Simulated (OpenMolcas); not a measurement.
# BPBE/aug-pcseg-2 (RICD fitting) run of AsF3 (arsenic trifluoride)

What is the energy change on altering one bond length of AsF3 (arsenic trifluoride) at BPBE/aug-pcseg-2 (RICD fitting)? 

Program for the calculation: OpenMolcas 26.06.

2 further runs of the same task are left out: 2 that didn't finish.

## Step 1: The molecule

AsF3: 4 atoms, total charge 0, spin state singlet. As SMILES, `F[As](F)F`. The shape comes from GFN2-xTB, which is rough for such elements, and wasn't checked as a minimum.

Bond lengths: F1–As2 1.720 Å, As2–F3 1.720 Å, As2–F4 1.720 Å. Angles: F1–As2–F3 92.9°, F1–As2–F4 92.8°, F3–As2–F4 92.8°.

## Step 2: A single-point energy at BPBE/aug-pcseg-2 (RICD fitting)

The input, mol.xyz:

```xyz
4

F     -0.422490     0.400770     1.336680
As    -0.493240    -0.488210    -0.134190
F      1.191490    -0.833320    -0.106760
F     -0.275770     0.920760    -1.095730
```

The input, job.input:

```
* AsF3 Kohn-Sham DFT

&GATEWAY
  BASLIB=$CurrDir
  COORD=mol.xyz
  BASIS=aug-pcseg-2
  GROUP=NoSym
  RICD

&SEWARD

&SCF
  KSDFT=BPBE
  PRORBITALS=0
```

The basis set aug-pcseg-2 is read from a file made from the Basis Set Exchange's data (not shown).

Started as:

```
$ export MOLCAS_MEM=1860
$ pymolcas job.input > job.log
```

The program printed (excerpt; [...] marks lines left out):

```text
--- Start Module: gateway ---
[...]
--- Stop Module: gateway /rc=_RC_ALL_IS_WELL_ ---
[...]
--- Start Module: seward ---
[...]
      Basis functions          197
--- Stop Module: seward /rc=_RC_ALL_IS_WELL_ ---
[...]
--- Start Module: scf ---
[...]
       Convergence after  12 Iterations
[...]
::    Total KS-DFT energy                           -2535.6240493966
[...]
      Total spin, S                                     0.0000000000
[...]
      Total electronic charge=   60.000000
      Total            charge=   -0.000000
[...]
      Dipole Moment (debye):
      Origin of the operator (angstrom)=   -0.2091   -0.2070   -0.0569
                   X= -1.8164E+00               Y= -1.7973E+00               Z= -4.9569E-01           Total=  2.6029E+00
      Quadrupole Moment (debye*angstrom):
[...]
--- Stop Module: scf /rc=_RC_ALL_IS_WELL_ ---
[...]
```

Run time: 25 s. Hardware: 1 thread of Arm Neoverse V2, shared host; peak memory 0.51 GiB.

## Step 3: The distorted shape, same level

The input, mol.xyz:

```xyz
4

F     -0.351740     1.289748     2.807547
As    -0.493240    -0.488210    -0.134190
F      1.191490    -0.833320    -0.106760
F     -0.275770     0.920760    -1.095730
```

The input, job.input:

```
&GATEWAY
  BasLib=$CurrDir
  Coord=mol.xyz
  Basis=aug-pcseg-2
  Group=NoSym
  RICD

&SEWARD

&SCF
  KSDFT=BPBE
  PrOrbitals=0
```

The basis set aug-pcseg-2 is read from a file made from the Basis Set Exchange's data (not shown).

Started as:

```
$ export MOLCAS_MEM=1860
$ pymolcas job.input > job.log
```

The program printed (excerpt; [...] marks lines left out):

```text
--- Start Module: gateway ---
[...]
--- Stop Module: gateway /rc=_RC_ALL_IS_WELL_ ---
[...]
--- Start Module: seward ---
[...]
      Basis functions          197
--- Stop Module: seward /rc=_RC_ALL_IS_WELL_ ---
[...]
--- Start Module: scf ---
[...]
       Convergence after  41 Iterations
[...]
::    Total KS-DFT energy                           -2535.4732255109
[...]
      Total spin, S                                     0.0000000000
[...]
      Total electronic charge=   60.000000
      Total            charge=   -0.000000
[...]
      Dipole Moment (debye):
      Origin of the operator (angstrom)=   -0.1989   -0.0789    0.1549
                   X= -1.6179E+00               Y= -4.6127E+00               Z= -5.7807E+00           Total=  7.5704E+00
      Quadrupole Moment (debye*angstrom):
[...]
--- Stop Module: scf /rc=_RC_ALL_IS_WELL_ ---
[...]
```

It took 47 s on 1 thread of Arm Neoverse V2, shared host; peak memory 0.51 GiB.

## Step 4: Summary of results

Level: BPBE/aug-pcseg-2 (RICD fitting).

| quantity | value |
| --- | --- |
| first shape: total energy | -2535.62405 Eh |
| first shape: dipole moment | 2.60 D |
| first shape: HOMO energy | -8.71 eV |
| first shape: LUMO energy | -2.17 eV |
| first shape: HOMO–LUMO gap | 6.54 eV |
| distorted shape: total energy | -2535.47323 Eh |
| distorted shape: dipole moment | 7.57 D |
| distorted shape: HOMO energy | -6.36 eV |
| distorted shape: LUMO energy | -6.34 eV |
| distorted shape: HOMO–LUMO gap | 0.02 eV |
| energy change with the F1–As2 bond stretched from 1.720 to 3.440 Å | 4.104 eV |

One bond (distorted shape) is far stretched, which a spin-restricted single reference describes badly; a broken-symmetry solution may lie lower. With the F1–As2 bond stretched from 1.720 to 3.440 Å the energy rises by 4.10 eV (396 kJ/mol). The first shape isn't relaxed at this level, so the change isn't measured from a minimum. A restricted reference can't describe the breaking bond well at this length. Mulliken charges (first shape) run from -0.42 on F1 to +1.25 on As2; in a basis this large or diffuse they mean little.
